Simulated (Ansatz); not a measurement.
**revPBE/6-31G(d) (spherical functions) run of C4H10S (diethyl sulfide)**

What is the electronic atomisation energy of C4H10S (diethyl sulfide) at revPBE/6-31G* (spherical functions)? 

The results are computed with Ansatz 0.2.0.

45 further runs of the same task are left out: 45 set aside as unsound or not needed.

## 1. Starting point

C4H10S: 15 atoms, total charge 0, spin state singlet. SMILES: `CCSCC`. The coordinates come from a PBE0-D4/def2-TZVP relaxation. This is one conformer, not always the lowest.

Bond lengths: C1–C2 1.515 Å, C2–S3 1.806 Å, S3–C4 1.806 Å, C4–C5 1.515 Å, C1–H6 1.092 Å, C1–H7 1.094 Å, C1–H8 1.092 Å, C2–H9 1.093 Å, C2–H10 1.093 Å, C4–H11 1.093 Å, C4–H12 1.093 Å, C5–H13 1.092 Å, C5–H14 1.092 Å, C5–H15 1.094 Å. Some angles: C1–C2–S3 114.8°, C2–S3–C4 102.2°, S3–C4–C5 114.8°, C1–C2–H9 110.6°, C1–C2–H10 111.2°, S3–C2–H9 103.6°, S3–C2–H10 109.5°, C2–C1–H6 110.9°, C2–C1–H7 110.4°, C2–C1–H8 111.6°.

## 2. A single-point energy at revPBE/6-31G(d) (spherical functions)

Input file job.yaml:

```yaml
crystal:
  periodic: [false, false, false]
  atoms:
    - {symbol: C, position_ang: [-1.973500, 0.077200, -0.225200]}
    - {symbol: C, position_ang: [-0.909300, -0.781100, -0.878900]}
    - {symbol: S, position_ang: [0.234800, -1.576900, 0.269900]}
    - {symbol: C, position_ang: [1.046600, -0.160100, 1.041900]}
    - {symbol: C, position_ang: [1.852100, 0.706000, 0.094600]}
    - {symbol: H, position_ang: [-2.543000, -0.499300, 0.506200]}
    - {symbol: H, position_ang: [-2.666800, 0.464900, -0.977100]}
    - {symbol: H, position_ang: [-1.537200, 0.936200, 0.289400]}
    - {symbol: H, position_ang: [-1.365700, -1.620400, -1.409900]}
    - {symbol: H, position_ang: [-0.344200, -0.212900, -1.622000]}
    - {symbol: H, position_ang: [0.307100, 0.431800, 1.587200]}
    - {symbol: H, position_ang: [1.697200, -0.614700, 1.793500]}
    - {symbol: H, position_ang: [2.597900, 0.111800, -0.436800]}
    - {symbol: H, position_ang: [1.214400, 1.189000, -0.649100]}
    - {symbol: H, position_ang: [2.367900, 1.497700, 0.645600]}
basis:
  gaussian: {orbitals: 6-31G_st_-spherical.json}
hamiltonian: {xc: {name: revPBE}}
accuracy: high
output: {orbitals: {seedname: orbitals}}
```

The basis set 6-31G* is read from a file made from the Basis Set Exchange's data (not shown).

The run is started by

```bash
$ ansatz run job.yaml --threads 1 --pin off --max-ram 3480MiB --events-out events.jsonl --progress --plain --runs-dir runs
```

The log of the run:

```text
Warning: RAYON_NUM_THREADS=1 ignored (pool sized by the plan → 1); use --threads N
Functional definition: revPBE
  name "revPBE"
  parameter kappa = 1.245
  parameter beta = 0.06672455060314922
  exchange = pbe_x(kappa = kappa, mu = beta*pi^2/3)
  correlation = pbe_c(beta = beta)
2408 factors; integrals over basis functions are off by at most 3.3e-9 eV
mean field evaluation 1: about -15131.7070 eV, gradient 6.7e1 eV
mean field evaluation 2: about -15116.8144 eV, gradient 9.9e1 eV
mean field evaluation 4: about -15142.7609 eV, gradient 3.9e0 eV
mean field evaluation 8: about -15142.7754 eV, gradient 4.1e-2 eV
mean field evaluation 16: about -15142.7754 eV, gradient 3.7e-6 eV
mean field -15142.77544135 eV, -556.4867333277 hartree, gradient 7.1e-8 eV, S^2 0.000000; 0 other end points of the search recorded, 0 dependent functions left out
reference -15142.77544475 eV, -556.4867334529 hartree; 25, 25 occupied and 69, 69 virtual orbitals, 2408 factors
Total energy: -15142.77544475 eV, -556.4867334529 hartree
```

Run time: 5.4 s. Hardware: 1 thread of AMD EPYC 9R45 (Zen 5), shared host; peak memory 0.3 GiB.

## 3. The C atom at the same level

Input file job.yaml:

```yaml
crystal:
  periodic: [false, false, false]
  atoms:
    - {symbol: C, position_ang: [0.000000, 0.000000, 0.000000]}
basis:
  gaussian: {orbitals: 6-31G_st_-spherical.json}
magnetization: {spin_polarized: true, initial_magnetization: 2}
hamiltonian: {xc: {name: revPBE}}
accuracy: high
```

The basis set 6-31G* is read from a file made from the Basis Set Exchange's data (not shown).

The run is started by

```bash
$ ansatz run job.yaml --threads 1 --pin off --max-ram 3480MiB --events-out events.jsonl --progress --plain --runs-dir runs
```

The log of the run:

```text
Warning: RAYON_NUM_THREADS=1 ignored (pool sized by the plan → 1); use --threads N
[... 6 set-up lines as earlier in the session ...]
96 factors; integrals over basis functions are off by at most 1.1e-9 eV
mean field evaluation 1: about -1029.3260 eV, gradient 4.4e0 eV
mean field evaluation 2: about -1029.4203 eV, gradient 1.9e0 eV
mean field evaluation 4: about -1029.4464 eV, gradient 2.6e-1 eV
mean field evaluation 8: about -1029.4466 eV, gradient 4.6e-5 eV
mean field evaluation 16: about -1029.4466 eV, gradient 5.6e-2 eV
mean field evaluation 32: about -1029.4466 eV, gradient 5.0e-9 eV
mean field -1029.44662886 eV, -37.8314658265 hartree, gradient 1.8e-8 eV, S^2 2.001583; 2 other end points of the search recorded, 0 dependent functions left out
reference -1029.44663049 eV, -37.8314658866 hartree; 4, 2 occupied and 10, 12 virtual orbitals, 96 factors
Total energy: -1029.44663049 eV, -37.8314658866 hartree
```

Wall time 0.28 s (1 thread of AMD EPYC 9R45 (Zen 5), shared host).

## 4. The H atom

Input file run.yaml:

```yaml
crystal:
  periodic: [false, false, false]
  atoms:
    - {symbol: H, position_ang: [0.000000, 0.000000, 0.000000]}
basis:
  gaussian: {orbitals: "6-31G*"}
magnetization: {spin_polarized: true, initial_magnetization: 1}
hamiltonian: {xc: {name: revPBE}}
accuracy: high
```

Run the same way, it converges to -0.50194 Eh (log not shown).

## 5. The S atom, same level

Input file molecule.yaml:

```yaml
crystal:
  periodic: [false, false, false]
  atoms:
    - {symbol: S, position_ang: [0.000000, 0.000000, 0.000000]}
basis:
  gaussian:
    orbitals: 6-31G_st_-spherical.json
magnetization:
  spin_polarized: true
  initial_magnetization: 2
hamiltonian:
  xc: {name: revPBE}
accuracy: high
```

The basis set 6-31G* is read from a file made from the Basis Set Exchange's data (not shown).

Run the same way, it converges to -398.01096 Eh (log not shown).

## 6. What came out

Level: revPBE/6-31G* (spherical functions).

| quantity | value |
| --- | --- |
| molecule: total energy | -556.48673 Eh |
| molecule: HOMO energy | -4.78 eV |
| molecule: LUMO energy | 0.81 eV |
| molecule: HOMO–LUMO gap | 5.59 eV |
| C atom: total energy | -37.83147 Eh |
| C atom: ⟨S²⟩ | 2.002 |
| H atom: total energy | -0.50194 Eh |
| H atom: ⟨S²⟩ | 0.750 |
| S atom: total energy | -398.01096 Eh |
| S atom: ⟨S²⟩ | 2.002 |
| electronic atomisation energy | 57.975 eV |

In words: Taking the molecule apart into free atoms costs 57.98 eV (5594 kJ/mol), before zero-point energy and without spin-orbit coupling.
